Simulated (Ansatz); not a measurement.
I need vertical and adiabatic energies of changing the electron count of AsH. Use the Python package of Ansatz (0.2.0). Use (for the species named): PBE, def2-TZVP basis, multiplicity 3.

```xyz
2

As    0.7819    0.0000    0.0000
H    -0.7819    0.0000    0.0000
```

The script, `adiabatic_ash.py`:
```python
# -*- coding: utf-8 -*-
import logging
import sys

import ansatz as az
import numpy as np

logging.basicConfig(stream=sys.stdout, format="%(levelname)s:%(name)s:%(message)s")
log = logging.getLogger("ash")
log.setLevel(logging.INFO)


def main():
    geometry_ang = [
        ("As", (0.7819, 0.0, 0.0)),
        ("H", (-0.7819, 0.0, 0.0)),
    ]
    system = az.Crystal.molecule()
    for symbol, xyz in geometry_ang:
        system = system.atom(symbol, xyz)

    calc = (
        system.calculation()
        .basis(gaussian="def2-TZVP")
        .functional("pbe")
        .spin("collinear", total=2)
    )
    symbols = [site.symbol for site in system.cartesian_sites]
    start = np.array([site.position_ang for site in system.cartesian_sites], dtype=float)
    rep = calc.relax(force_tolerance=0.01).run().report
    end = np.array(rep["positions_ang"])

    minimum = az.Crystal.molecule()
    for symbol, place in zip(symbols, end):
        minimum = minimum.atom(symbol, place.tolist())
    ion = minimum.calculation().basis(gaussian="def2-TZVP").functional("pbe").charge(1).spin("collinear", total=1)
    vertical = ion.run().report
    settled = ion.relax(force_tolerance=0.01, max_steps=80).run().report
    log.info(f"vertical ionisation energy   {vertical['free_energy_ev'] - rep['free_energy_ev']:.3f} eV")
    log.info(f"adiabatic, no zero point     {settled['free_energy_ev'] - rep['free_energy_ev']:.3f} eV")
    log.info(f"relaxation energy of the ion {vertical['free_energy_ev'] - settled['free_energy_ev']:.3f} eV")
    ionised = np.array(settled["positions_ang"])
    log.info("final positions (A) and the move of each atom")
    for symbol, xyz, old in zip(symbols, ionised, end):
        log.info(f"{symbol:2s} {xyz[0]:10.5f} {xyz[1]:10.5f} {xyz[2]:10.5f}   {np.linalg.norm(xyz - old):7.4f}")


if __name__ == "__main__":
    main()
```

```console
$ python adiabatic_ash.py
INFO:ash:vertical ionisation energy   9.689 eV
INFO:ash:adiabatic, no zero point     9.689 eV
INFO:ash:relaxation energy of the ion 0.000 eV
INFO:ash:final positions (A) and the move of each atom
INFO:ash:As    0.77510    0.00000   -0.00000    0.0020
INFO:ash:H    -0.77510   -0.00000    0.00000    0.0020
```

Caveats:
- The energies are electronic: no zero-point or thermal terms, and the basis set is short of its limit. The product may relax into another structure. Each relaxation finds its nearest minimum, which needn't be the lowest.
- The run takes the species as open-shell (spin multiplicity 3), which needn't be its ground state.
- Only the spin states typed were run; another state of an ion can lie lower, by up to an eV or two.
- The spin state was assumed, and another may lie lower.
- The whole script took 8.4 s on 1 thread of Arm Neoverse V1 (shared host), peak memory 0.17 GiB.
